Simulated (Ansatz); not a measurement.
# AsH3+ (quartet): from Hartree-Fock to the top rungs, 6-31G

The task here is to estimate one member of a computed series from the others.

Method: 6-31G, core rule «outside noble gas», up to 14 orbitals frozen; program: Ansatz 0.2.0, Gaussian basis.

The runs, in order: UHF; CCSD(T) on ROHF; CCSD(T) on UHF; BCCD(T) on ROHF; CISD; CCSDT(Q) on ROHF; CCSDT(Q) on UHF; CISDTQ; CCSDTQ on ROHF; CASSCF and MRCISD+Q, 7 electrons in 7 orbitals; CASSCF and NEVPT2, 7 electrons in 7 orbitals; Full CI; Full CI in the symmetry of the determinant.

17 further runs of the same task are left out: 7 that didn't finish, 10 set aside as unsound or not needed.

**The geometry**

The geometry is a PBE0/def2-TZVP stationary point (not a proven minimum) of the parent state, kept for this charge and spin. No spin-orbit coupling is included. The filled d shell of As may be among the frozen orbitals whatever the setting's name suggests; the logs give the count.

4 atoms, charge 1, spin multiplicity 4.

Atoms are counted from 1 here; the program's logs count them from 0.

Bond lengths: As1–H2 1.497 Å, As1–H3 1.497 Å, As1–H4 1.497 Å. Angles: H2–As1–H3 112.5°, H2–As1–H4 112.5°, H3–As1–H4 112.5°.

Geometry (Å):

```xyz
4
charge 1, multiplicity 4
As    0.0001    0.0000   -0.0162
H     1.4362    0.0138    0.4059
H    -0.7317    1.2385    0.3977
H    -0.7085   -1.2513    0.3998
```

Set-up of the first run:

Input file in.yaml:

```yaml
crystal:
  periodic: [false, false, false]
  atoms:
    - {symbol: As, position_ang: [0.000054, -0.000013, -0.016190]}
    - {symbol: H, position_ang: [1.436166, 0.013750, 0.405932]}
    - {symbol: H, position_ang: [-0.731713, 1.238539, 0.397694]}
    - {symbol: H, position_ang: [-0.708471, -1.251307, 0.399802]}
basis:
  gaussian: {orbitals: 6-31G}
total_charge: 1
magnetization: {spin_polarized: true, initial_magnetization: 3}
hamiltonian: {xc: hf}
output: {orbitals: {seedname: orbitals}}
```

The run is started by

```sh
ansatz run in.yaml --threads 1 --pin off --events-out ev --progress --plain --max-ram 2393MiB
```

Among the steps run: UHF; CCSD(T) on ROHF; CCSD(T) on UHF; BCCD(T) on ROHF; CISD; CCSDT(Q) on ROHF; CCSDT(Q) on UHF; CISDTQ; CCSDTQ on ROHF; CASSCF and MRCISD+Q, 7 electrons in 7 orbitals; CASSCF and NEVPT2, 7 electrons in 7 orbitals; Full CI; Full CI in the symmetry of the determinant.

One of the session's tables, all rows but one given; the rest of the session is left out.

| method | from FCI (meV) |
| --- | --- |
| RMP2 | +934.4 |
| UMP2 | +935.5 |
| CISD | +132.1 |
| RCCSD | +111.6 |
| UCCSD | +113.5 |
| RCCSD(T) | +42.8 |
| UCCSD(T) | +42.5 |
| BCCD(T) | +47.5 |
| RCCSDT | +2.7 |
| UCCSDT | -0.3 |
| CISDTQ | +1.4 |
| RCCSDT(Q) | -0.2 |
| UCCSDT(Q) | ? |
| RCCSDTQ | -0.9 |
| FCI | 0 |

Estimate the missing values for UCCSDT(Q).

The run gave: from FCI (meV): -3.3. In the column «from FCI (meV)» it is the lowest.

Left out of the table: CASSCF valence, NEVPT2 valence, MRCISD valence, MRCISD+Q valence (the active space lost an orbital or holds another state than full CI finds).

To keep in mind: Left out of the table: ROHF, UHF (another determinant or state than the rows shown). UCCSDT(Q) falls below full CI: unrestricted runs freeze a spin-polarised core, another one than full CI's, and coupled cluster isn't variational. Levels on UHF freeze UHF's core orbitals, full CI those of ROHF, so the U rows can settle a little off it for that reason alone. Restricted and unrestricted rows rest on different reference determinants; where their highest levels disagree by more than a few hundredths of an eV, they describe different states and don't form one ladder.
